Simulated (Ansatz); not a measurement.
Write a Python script for the Ansatz DFT code, driven from Python that makes a convergence test of the k-point mesh of BAs, space group F-43m. Use (first run): LDA, norm-conserving potentials, the default cutoff (1088 eV here), 3×3×3 k-points, fixed occupations. The script varies mesh: (3, 3, 3), (4, 4, 4), (5, 5, 5), (6, 6, 6), (8, 8, 8), (10, 10, 10).

`bas.extxyz`
```text
2
Lattice="0.0 2.3885 2.3885 2.3885 0.0 2.3885 2.3885 2.3885 0.0" Properties=species:S:1:pos:R:3 pbc="T T T"
B     0.00000000    0.00000000    0.00000000
As    1.19425000    1.19425000    1.19425000
```

`kconv.py`:
```python
import warnings

import ansatz as az

FUNCTIONAL = "lda"
MAX_ITERATIONS = 100
N_EMPTY = 16

warnings.simplefilter("ignore", az.DeckWarning)

system = az.Crystal.from_extxyz("bas.extxyz")

job = (
    system.calculation()
    .functional(FUNCTIONAL)
    .pseudopotentials("nc")
    .occupations(az.OccupationsMethod.FIXED)
    .scf(max_iterations=MAX_ITERATIONS, extra_bands=N_EMPTY)
)

rows = []
for value in [(3, 3, 3), (4, 4, 4), (5, 5, 5), (6, 6, 6), (8, 8, 8), (10, 10, 10)]:
    rep = job.kpoints(mesh=value).run(threads=1).report
    rows.append((value, rep["free_energy_ev"] / len(rep["lattice"]["sites"]), rep["n_iterations"], rep["n_kpoints"]))

print("        mesh   F/atom (eV)    iterations      k-points")
for row in rows:
    print(f"{str(row[0]):>12s}  {row[1]:12.5f}  {row[2]:12d}  {row[3]:12d}")

for row in rows[:-1]:
    shift = 1000 * (row[1] - rows[-1][1])
    print(f"{row[0]}: {shift:+.2f} meV/atom" + ("  (within 1 meV)" if abs(shift) < 1 else ""))
```

```console
$ python kconv.py
        mesh   F/atom (eV)    iterations      k-points
   (3, 3, 3)   -1481.81601             7             4
   (4, 4, 4)   -1482.04680             7             8
   (5, 5, 5)   -1482.10830             7            10
   (6, 6, 6)   -1482.12700             7            16
   (8, 8, 8)   -1482.13528             7            29
(10, 10, 10)   -1482.13637             7            47
(3, 3, 3): +320.36 meV/atom
(4, 4, 4): +89.57 meV/atom
(5, 5, 5): +28.07 meV/atom
(6, 6, 6): +9.37 meV/atom
(8, 8, 8): +1.09 meV/atom
```

The starting cell is as deposited in a crystallographic database; the results hold for this polymorph, which needn't be the stable one. Shifts are counted from the finest mesh, which is itself no proven limit. Timing: 14 s on 1 thread of Arm Neoverse V1, on a shared host, peak memory 0.39 GiB.
